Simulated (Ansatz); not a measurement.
# C3H6SSe, SMILES [SeH]C1CCS1: vertical spin-state energies

Program: Ansatz's Python interface.

Script `c3h6sse_spin.py`:
```python
"""Gap between spin states of C3H6SSe at one geometry."""

import ansatz as az
from ase import Atoms


def main() -> None:
    atoms = Atoms(["Se", "C", "C", "C", "S", "H", "H", "H", "H", "H", "H"], positions=[
        [-0.1345, 2.3151, 0.4288],
        [-0.6842, 0.5867, -0.2327],
        [0.0228, -0.5274, 0.4726],
        [0.8769, -0.9646, -0.7596],
        [0.0705, 0.2652, -1.8755],
        [-0.8973, 2.1121, 1.7504],
        [-1.7537, 0.4371, -0.2469],
        [-0.6026, -1.2956, 0.8482],
        [0.7498, -0.1496, 1.3208],
        [0.5272, -2.0032, -1.0452],
        [1.8904, -0.8327, -0.6402],
    ])
    geometry = az.Crystal.molecule_from_ase(atoms)

    job = geometry.calculation().basis(gaussian="cc-pVDZ").functional("hf")
    found = {}
    for unpaired in [0, 2]:
        rep = job.spin("collinear", total=unpaired).run().report
        s = unpaired / 2
        found[unpaired] = rep["free_energy_ev"]
        print(f"2S+1 = {unpaired + 1}: E = {found[unpaired]:.5f} eV, <S^2> = {abs(rep['mean_field']['state']['spin_squared']):.3f} (pure state {s * (s + 1):.2f})")
    lowest = min(found, key=found.get)
    for unpaired, e in found.items():
        print(f"multiplicity {unpaired + 1}: {96.485332 * (e - found[lowest]):.1f} kJ/mol above the lowest")


if __name__ == "__main__":
    main()
```

Running `python c3h6sse_spin.py` prints:
```text
2S+1 = 1: E = -79304.59224 eV, <S^2> = 0.000 (pure state 0.00)
2S+1 = 3: E = -79300.45276 eV, <S^2> = 2.026 (pure state 2.00)
multiplicity 1: 0.0 kJ/mol above the lowest
multiplicity 3: 399.4 kJ/mol above the lowest
```

In order: multiplicity 1 (+0.00 eV) and multiplicity 3 (+4.14 eV), all at the one geometry.

Reading the output:
- Total energies depend on the basis set; only differences at equal settings carry meaning.
- The geometry is a force-field or estimated start, not a minimum of this method, and the basis set is short of its limit. All parts are taken at fixed geometry, without zero-point energy.
- Hartree-Fock leaves correlation out, so it favours high-spin states too much.
- It ran for 34 s on 1 thread of Arm Neoverse V2 (shared host), peak memory 0.51 GiB.
